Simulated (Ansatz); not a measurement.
# MnS (F-43m): which electronic and magnetic state is lowest

One table from this session's results is given with a row withheld; the runs are named, their logs left out.

Computed with Ansatz 0.2.0 (DFT LDA, scalar-relativistic, plane waves, PAW, unless a step's input says otherwise).

1 further run of the same task is left out (it didn't finish).

## The system as given

Symmetry: F-43m, No. 216, cubic system. The conventional cell has a = 5.600 Å, b = 5.600 Å, c = 5.600 Å, α = 90.00°, β = 90.00°, γ = 90.00°. Around Mn (site symmetry -43m) lie 4 S at 2.42 Å. S (site symmetry -43m) is surrounded by 4 Mn at 2.42 Å.

Structure file:

```
Mn S
1.0
     0.00000    2.80000    2.80000
     2.80000    0.00000    2.80000
     2.80000    2.80000    0.00000
Mn S
1 1
Direct
  0.00000 0.00000 0.00000
  0.75000 0.75000 0.75000
```

The cell is the deposited one, not relaxed. At LDA, an earlier run found -5.68 GPa for this cell of 21.952 Å³/atom (10×10×10 mesh), metallic, moments in the atoms' spheres Mn 4.04; S 0.12 μB. The cell is stretched at this level.

The first run:

The input, input.yaml:

```yaml
crystal:
  lattice:
    - [0.0, 2.8, 2.8]
    - [2.8, 0.0, 2.8]
    - [2.8, 2.8, 0.0]
  atoms:
    - { symbol: Mn, position: [0.0, 0.0, 0.0] }
    - { symbol: S, position: [0.75, 0.75, 0.75] }
basis:
  ecutwfc: 420
  ecutrho_ratio: 4
kpoints:
  mp_grid: { grid: [10, 10, 10] }
hamiltonian:
  xc: lda
scf:
  occupations: { method: gaussian, width: 0.05 }
output:
  forces: true
  stress: true
  eigenvalues: true
```

The run is started by

```sh
ansatz run input.yaml --threads 4 --pin off --max-ram 9216MiB --backend cpu --events-out ev --progress --plain --runs-dir out
```

Steps of the session up to this table: No spin polarisation; Antiferromagnetic, doubled cell, propagation vector (0, 0, 1/2); Antiferromagnetic, doubled cell, propagation vector (0, 1/2, 1/2); Small parallel starting moments.

One of the session's tables, all rows but one given; the rest of the session is left out.

| start | from the base state (meV/atom) | pressure (GPa) |
| --- | --- | --- |
| ferromagnetic | 0.0 | -5.68 |
| no spin polarisation | ? | ? |
| antiferromagnetic, doubled cell, propagation vector (0, 0, 1/2) | -123.2 | -8.20 |
| antiferromagnetic, doubled cell, propagation vector (0, 1/2, 1/2) | -159.0 | -9.20 |
| small parallel starting moments | 0.0 | -5.68 |

**Question.** Estimate the row for no spin polarisation.

The run gave: from the base state (meV/atom): 613.4; pressure (GPa): -26.48. In the column «from the base state (meV/atom)» it is the highest.

Propagation vectors are in units of the typed cell's reciprocal vectors.

Caveats from the session: Only a few orders and starts were tried, so a lower state isn't excluded.
